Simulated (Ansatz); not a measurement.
**CH₃Cu (SMILES [CH3][Cu]): functionals against CCSD(T) at one geometry**

An exercise on one series of results from a longer session: the logs are not shown, and one member is left open.

Method: single points in def2-TZVPP; program: Ansatz 0.2.0, Gaussian basis.

Cores are frozen in the correlated methods. The 3s and 3p shells of Cu and Zn are frozen; filled d shells are correlated.

## Where the work starts

5 atoms, charge 0, spin multiplicity 1.

Atoms are counted from 1 here; the program's logs count them from 0.

Bond lengths: C1–Cu2 2.059 Å, C1–H3 1.166 Å, C1–H4 1.099 Å, C1–H5 1.133 Å. Angles: Cu2–C1–H3 114.4°, Cu2–C1–H4 113.5°, Cu2–C1–H5 114.9°, H3–C1–H4 112.1°, H3–C1–H5 102.1°, H4–C1–H5 98.3°.

Geometry (Å):

```xyz
5

C    -0.0937   -0.0639   -0.0496
Cu    1.8409   -0.0339    0.6551
H    -0.7634   -0.8959    0.4172
H    -0.1613   -0.0465   -1.1463
H    -0.6945    0.8721    0.1657
```

The first run:

Input file run/in.yaml:

```yaml
crystal:
  periodic: [false, false, false]
  atoms:
    - {symbol: C, position_ang: [-0.093700, -0.063900, -0.049600]}
    - {symbol: Cu, position_ang: [1.840900, -0.033900, 0.655100]}
    - {symbol: H, position_ang: [-0.763400, -0.895900, 0.417200]}
    - {symbol: H, position_ang: [-0.161300, -0.046500, -1.146300]}
    - {symbol: H, position_ang: [-0.694500, 0.872100, 0.165700]}
basis:
  gaussian: {orbitals: def2-TZVPP}
correlation: {method: ccsd_t, frozen_orbitals: {C: 1, Cu: 9, H: 0}}
output: {forces: true}
```

No record of the launch command was kept for these runs.

Steps of the session up to this table: CCSD(T)/def2-TZVPP; PBE0-D4/def2-TZVPP; wB97M-V/def2-TZVPP; r2SCAN-D4/def2-TZVPP; PBE-D4/def2-TZVPP; wB97X-V/def2-TZVPP; SPW92/def2-TZVPP.

One of the session's tables, all rows but one given; the rest of the session is left out.

```
   method  RMS force component (eV/Å)  angle to CCSD(T) forces (°)  dipole (D)
  CCSD(T)                       0.869                    reference        2.88
  PBE0-D4                           ?                            ?           ?
  wB97M-V                       0.894                          2.3        2.86
r2SCAN-D4                       0.915                          5.3        2.07
   PBE-D4                       0.840                          7.3        1.75
  wB97X-V                       0.875                          2.6        2.98
    SPW92                       0.894                         16.9        1.60
```

Q: Estimate the row for PBE0-D4 from the others.

As computed: RMS force component (eV/Å): 0.894; angle to CCSD(T) forces (°): 1.3; dipole (D): 2.50.
